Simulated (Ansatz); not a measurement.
# GaH3S: the cost of one run

Program: Ansatz 0.2.0, Gaussian basis. Level of theory: PBE0-D4/def2-TZVP structures, single points in def2-TZVPP, no counterpoise correction. These are calculated values, not measurements.

Levels: SPW92, PBE-D4, BLYP-D4, r2SCAN-D4, B97M-V, PBE0-D4, B3LYP-D4, r2SCAN0-D4, BHLYP-D4, CAM-B3LYP-D4, wB97X-V, wB97M-V, B2PLYP, PBE-QIDH, RPA on PBE, Hartree-Fock, MP2, CCSD, CCSD(T).

Cores are frozen in the correlated methods. Filled d shells of the heavier atoms are correlated. B3LYP uses VWN-RPA correlation. B2PLYP carries no dispersion term here.

94 further runs of the same task are left out: 94 set aside as unsound or not needed.

**1. Where the work starts**

The complex: 9 atoms, charge 0, spin multiplicity 1.

Atoms are counted from 1 here; the program's logs count them from 0.

Bond lengths: Ga1–S2 2.251 Å, Ga1–H3 1.565 Å, Ga1–H4 1.565 Å, Ga1–As6 2.687 Å, S2–H7 1.342 Å, H5–As6 1.508 Å, As6–H8 1.507 Å, As6–H9 1.515 Å. Angles: S2–Ga1–H3 113.8°, S2–Ga1–H4 116.8°, S2–Ga1–As6 91.8°, H3–Ga1–H4 125.4°, H3–Ga1–As6 98.3°, H4–Ga1–As6 99.3°, Ga1–S2–H7 94.9°, Ga1–As6–H5 114.2°, Ga1–As6–H8 113.2°, Ga1–As6–H9 131.8°, H5–As6–H8 97.0°, H5–As6–H9 97.1°, H8–As6–H9 97.2°.

As a file:

```
Ga   -1.01179    0.12116   -1.01835
S     0.79429   -0.68704   -2.09106
H    -2.13773   -0.94075   -0.78792
H    -1.22252    1.67173   -1.06235
H     1.52709    0.64307    1.44987
As    0.20820   -0.08303    1.36649
H     1.36517    0.51382   -2.27404
H     0.74162   -1.46496    1.64489
H    -0.26434    0.22592    2.77248
```

Its parts: GaH₃S holds atoms 1, 2, 3, 4, 7; AsH₃ holds atoms 5, 6, 8, 9. Each part counts its atoms afresh in its own runs.

**2. Relaxing GaH₃S alone**

The input, relax-a/in.yaml:

```yaml
crystal:
  periodic: [false, false, false]
  atoms:
    - {symbol: Ga, position_ang: [-1.011787, 0.121157, -1.018345]}
    - {symbol: S, position_ang: [0.794288, -0.687041, -2.091065]}
    - {symbol: H, position_ang: [-2.137730, -0.940753, -0.787923]}
    - {symbol: H, position_ang: [-1.222517, 1.671726, -1.062355]}
    - {symbol: H, position_ang: [1.365174, 0.513817, -2.274037]}
basis:
  gaussian: {orbitals: def2-TZVP}
hamiltonian: {xc: pbe0, dispersion: d4}
relax: {f_tol: 0.005, max_steps: 200}
```

Run with:

```sh
> ansatz run in.yaml --threads 8 --pin off --events-out ev --progress --plain --max-ram 19148MiB
```

**Question.** How long does this run take on 8 threads of Arm Neoverse V1, shared host?

About 3.9 s.
